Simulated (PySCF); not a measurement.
# C5H14N2Si: the cost of one run

Programs: PySCF 2.14.0, with routines of our own; each step states its level. All values are computed. Atoms count from 0.

## (1) The system as given

22 atoms, charge 0, multiplicity 1; geometry from: GFN2-xTB.

## (2) Magnetic properties: GIAO B3LYP/pcSseg-1

The job: settings as JSON, then the geometry in Å.

```
{"job": {"kind": "mag", "xc": "B3LYP", "basis": "pcSseg-1", "isotopologues": 2}, "charge": 0, "multiplicity": 1}
C     -1.523067     1.960002    -0.318096
N     -1.216335     0.556175    -0.154813
Si    -2.380146    -0.537450     0.499201
N      0.171920     0.346266    -0.179477
C      0.794087    -0.063118     1.067382
C      2.223983    -0.383611     0.639289
C      2.084388    -0.873369    -0.815695
C      0.617519    -0.614691    -1.176489
H     -0.992063     2.346689    -1.189545
H     -2.592953     2.079263    -0.468522
H     -1.222683     2.547585     0.555970
H     -2.614442    -0.389077     1.945978
H     -1.899114    -1.896087     0.252496
H     -3.615611    -0.263865    -0.231551
H      0.736329     0.748308     1.794789
H      0.304789    -0.952827     1.496505
H      2.680530    -1.131724     1.284583
H      2.832257     0.518860     0.676448
H      2.326860    -1.931102    -0.908493
H      2.749673    -0.315661    -1.472793
H      0.033135    -1.545248    -1.125736
H      0.490531    -0.185932    -2.172280
```

Method: GIAO B3LYP/pcSseg-1 magnetisability, rotational g tensor and spin-rotation constants, non-relativistic, gas phase.

Started as:

```sh
$ OMP_NUM_THREADS=1 python excited_run.py task.json out
```

One launch serves the whole session: the jobs run in the order shown.

**Question.** How long does this first job take on 1 thread of Arm Neoverse V2, shared host, and how much memory does it need?

About 43 s, with a peak of 1 GiB.
